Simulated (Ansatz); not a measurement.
# BFH5SSi: the cost of one run

Method: RKS BLYP/def2-SVP, in Ansatz 0.2.0.

## 1. Starting point

Bond lengths: F1–B2 1.288 Å, B2–S3 1.844 Å, S3–Si4 2.387 Å, B2–H5 1.163 Å, S3–H6 1.333 Å, Si4–H7 1.460 Å, Si4–H8 1.456 Å, Si4–H9 1.456 Å. Angles: F1–B2–S3 114.8°, F1–B2–H5 122.7°, S3–B2–H5 122.5°, B2–S3–Si4 106.8°, B2–S3–H6 99.8°, Si4–S3–H6 106.0°, S3–Si4–H7 99.1°, S3–Si4–H8 98.4°, S3–Si4–H9 95.8°, H7–Si4–H8 117.4°, H7–Si4–H9 118.0°, H8–Si4–H9 119.2°.

Coordinates:

```xyz
9

F     1.1483    1.0335   -1.6410
B    -0.1207    1.0734   -1.4265
S    -0.8171   -0.4352   -0.6258
Si    0.5495   -0.9013    1.2749
H    -0.7840    1.9761   -1.7407
H    -1.9545    0.0668   -0.1463
H     0.1461    0.2122    2.1286
H     1.8517   -0.8126    0.6287
H    -0.0193   -2.2129    1.5481
```

## 2. Relaxing end A

Input file input.yaml:

```yaml
crystal:
  periodic: [false, false, false]
  atoms:
    - { symbol: F, position_ang: [1.1483, 1.0335, -1.64102] }
    - { symbol: B, position_ang: [-0.12068, 1.07337, -1.42653] }
    - { symbol: S, position_ang: [-0.81706, -0.43519, -0.62578] }
    - { symbol: Si, position_ang: [0.54946, -0.90127, 1.2749] }
    - { symbol: H, position_ang: [-0.78401, 1.97612, -1.74067] }
    - { symbol: H, position_ang: [-1.9545, 0.06684, -0.14631] }
    - { symbol: H, position_ang: [0.14612, 0.21221, 2.12858] }
    - { symbol: H, position_ang: [1.85167, -0.81264, 0.62869] }
    - { symbol: H, position_ang: [-0.01931, -2.21294, 1.54813] }
total_charge: 1
basis:
  gaussian: { orbitals: def2-SVP }
hamiltonian:
  xc: blyp
relax:
  f_tol: 0.015
  max_steps: 40
```

The run is started by

```console
$ ansatz run input.yaml --threads 1 --pin off --max-ram 2048MiB --backend cpu --events-out ev --progress --plain --runs-dir out
```

Q: Estimate wall time and peak memory on 1 thread of Intel Xeon Platinum 8488C (Sapphire Rapids), shared host.

About 34 s, with a peak of 0.16 GiB.
